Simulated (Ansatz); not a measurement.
**C2H7BN2: basis-set convergence**

One table from this session's results is given with a row withheld; the runs are named, their logs left out.

Method: one geometry, several basis sets; program: Ansatz 0.2.0, Gaussian basis.

The runs, in order: PBE0-D4/def2-SVP; ωB97M-V/def2-SVP; PBE0-D4/def2-QZVPP; ωB97M-V/def2-QZVPP; the functionals' def2-TZVPP values are taken from earlier runs.

**Structure used throughout**

All runs share one geometry, relaxed beforehand with PBE0-D4 in a triple-zeta def2 set.

SMILES `NB1CNC1`, 12 atoms, charge 0, spin multiplicity 1.

Atoms are counted from 1 here; the program's logs count them from 0.

Bond lengths: N1–B2 1.384 Å, N1–H6 1.006 Å, N1–H7 1.006 Å, B2–C3 1.586 Å, B2–C5 1.586 Å, C3–N4 1.482 Å, C3–H8 1.095 Å, C3–H9 1.101 Å, N4–C5 1.482 Å, N4–H10 1.012 Å, C5–H11 1.101 Å, C5–H12 1.095 Å. Angles: B2–N1–H6 123.1°, B2–N1–H7 123.1°, H6–N1–H7 113.8°, N1–B2–C3 135.9°, N1–B2–C5 135.9°, C3–B2–C5 88.2°, B2–C3–N4 86.2°, B2–C3–H8 121.1°, B2–C3–H9 112.3°, N4–C3–H8 114.1°, N4–C3–H9 114.1°, H8–C3–H9 107.9°, C3–N4–C5 96.2°, C3–N4–H10 115.0°, C5–N4–H10 115.0°, B2–C5–N4 86.2°, B2–C5–H11 112.3°, B2–C5–H12 121.1° and more.

The first run:

The input, in.yaml:

```yaml
crystal:
  periodic: [false, false, false]
  atoms:
    - {symbol: N, position_ang: [-1.464948, 1.286532, -0.088058]}
    - {symbol: B, position_ang: [-0.424074, 0.376902, -0.024567]}
    - {symbol: C, position_ang: [0.545220, -0.167136, 1.106771]}
    - {symbol: N, position_ang: [0.858041, -1.271173, 0.168630]}
    - {symbol: C, position_ang: [0.268152, -0.633433, -1.032275]}
    - {symbol: H, position_ang: [-1.775927, 1.821703, 0.704555]}
    - {symbol: H, position_ang: [-1.987687, 1.465372, -0.928361]}
    - {symbol: H, position_ang: [0.154552, -0.499422, 2.073767]}
    - {symbol: H, position_ang: [1.388682, 0.513893, 1.298046]}
    - {symbol: H, position_ang: [1.840417, -1.500722, 0.091437]}
    - {symbol: H, position_ang: [1.002325, -0.136303, -1.684706]}
    - {symbol: H, position_ang: [-0.327953, -1.311414, -1.651239]}
basis:
  gaussian: {orbitals: def2-SVP}
hamiltonian: {xc: pbe0, dispersion: d4}
output: {orbitals: {seedname: orbitals}}
```

Among the steps run: PBE0-D4 in def2-SVP; ωB97M-V in def2-SVP; PBE0-D4 in def2-QZVPP; ωB97M-V in def2-QZVPP.

One of the session's tables, all rows but one given; the rest of the session is left out.

It belongs to the step «Density functionals: the series». 

| functional | basis | HOMO (eV) | LUMO (eV) |
| --- | --- | --- | --- |
| PBE0-D4 | def2-SVP | -5.83 | 1.01 |
| PBE0-D4 | def2-TZVPP | -6.11 | 0.72 |
| PBE0-D4 | def2-QZVPP | -6.16 | 0.45 |
| ωB97M-V | def2-SVP | -8.21 | 3.06 |
| ωB97M-V | def2-TZVPP | -8.48 | 2.09 |
| ωB97M-V | def2-QZVPP | ? | ? |

Estimate the missing values for ωB97M-V, def2-QZVPP.

**Answer.** HOMO (eV): -8.53; LUMO (eV): 1.44. In the column «HOMO (eV)» it is the lowest.
